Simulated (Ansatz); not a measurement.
# Ge3H6O9: the cost of one run

Method: RKS PBE0-D4/def2-TZVP; program: Ansatz 0.2.0, Gaussian basis.

Levels to be run: a single point at PBE0-D4/def2-TZVP.

6 further runs of the same task are left out: 4 that didn't finish, 2 set aside as unsound or not needed.

## Step 1: The relaxed structure

The singlet was relaxed beforehand with PBE-D4/def2-SVP. At that level it is the lowest of the isomers that a small search found.

18 atoms, charge 0, spin multiplicity 1.

Atoms are counted from 1 here; the program's logs count them from 0.

Bond lengths: Ge1–O4 2.162 Å, Ge1–O6 2.043 Å, Ge1–O11 1.798 Å, Ge2–O5 1.658 Å, Ge2–O7 1.877 Å, Ge2–O8 2.192 Å, Ge2–O12 1.759 Å, Ge3–O6 2.165 Å, Ge3–O9 1.928 Å, Ge3–O12 1.900 Å, O4–O6 1.493 Å, O4–H17 1.094 Å, O7–O10 1.463 Å, O8–H13 0.983 Å, O8–H18 1.009 Å, O9–H15 0.982 Å, O10–H14 0.983 Å, O11–H16 0.978 Å. Angles: O4–Ge1–O6 41.5°, O4–Ge1–O11 96.3°, O6–Ge1–O11 94.1°, O5–Ge2–O7 122.9°, O5–Ge2–O8 96.5°, O5–Ge2–O12 133.6°, O7–Ge2–O8 85.5°, O7–Ge2–O12 100.2°, O8–Ge2–O12 103.6°, O6–Ge3–O9 83.1°, O6–Ge3–O12 92.4°, O9–Ge3–O12 88.2°, Ge1–O4–O6 65.0°, Ge1–O4–H17 109.8°, O6–O4–H17 96.9°, Ge1–O6–Ge3 120.8°, Ge1–O6–O4 73.6°, Ge3–O6–O4 107.5° and more.

Bonds by kind at the end (by distance):

| bond | count | shortest (Å) | longest (Å) |
| --- | --- | --- | --- |
| Ge–O | 10 | 1.658 | 2.192 |
| O–O | 2 | 1.463 | 1.493 |
| H–O | 6 | 0.978 | 1.094 |

## Step 2: Single point, PBE0-D4/def2-TZVP

start.molden holds the orbitals of an earlier run on this state, given as this run's starting guess.

The input, in.yaml:

```yaml
crystal:
  periodic: [false, false, false]
  atoms:
    - {symbol: Ge, position_ang: [-1.521700, -1.087984, -1.129689]}
    - {symbol: Ge, position_ang: [1.610191, 1.210067, -0.439687]}
    - {symbol: Ge, position_ang: [-0.979420, 1.427086, 1.472332]}
    - {symbol: O, position_ang: [-2.989571, -0.441344, 0.319650]}
    - {symbol: O, position_ang: [2.720172, 1.522721, -1.631208]}
    - {symbol: O, position_ang: [-1.594505, -0.549262, 0.839209]}
    - {symbol: O, position_ang: [2.096260, 0.672069, 1.291677]}
    - {symbol: O, position_ang: [1.395528, -0.931553, -0.856600]}
    - {symbol: O, position_ang: [-2.596611, 1.964404, 0.571500]}
    - {symbol: O, position_ang: [2.982839, -0.484009, 1.155138]}
    - {symbol: O, position_ang: [-1.670437, -2.847450, -0.788306]}
    - {symbol: O, position_ang: [-0.041672, 1.741337, -0.150055]}
    - {symbol: H, position_ang: [1.884798, -0.938234, -1.709444]}
    - {symbol: H, position_ang: [3.858583, -0.054782, 1.029392]}
    - {symbol: H, position_ang: [-2.309412, 2.349824, -0.284579]}
    - {symbol: H, position_ang: [-1.885992, -3.040252, 0.146010]}
    - {symbol: H, position_ang: [-3.047250, 0.650809, 0.325528]}
    - {symbol: H, position_ang: [2.088210, -1.163458, -0.160849]}
basis:
  gaussian: {orbitals: def2-TZVP, initial_orbitals: start.molden}
hamiltonian: {xc: pbe0, dispersion: d4}
scf: {omitted_lower_state_checks: [starts]}
output: {orbitals: {seedname: orbitals}}
```

On the command line:

```console
> ansatz run in.yaml --threads 4 --pin off --events-out ev --progress --plain --max-ram 6963MiB
```

Q: Estimate wall time and peak memory on 4 threads of Intel Xeon at 2.50GHz, shared host.

About 98 s, with a peak of 3.2 GiB.
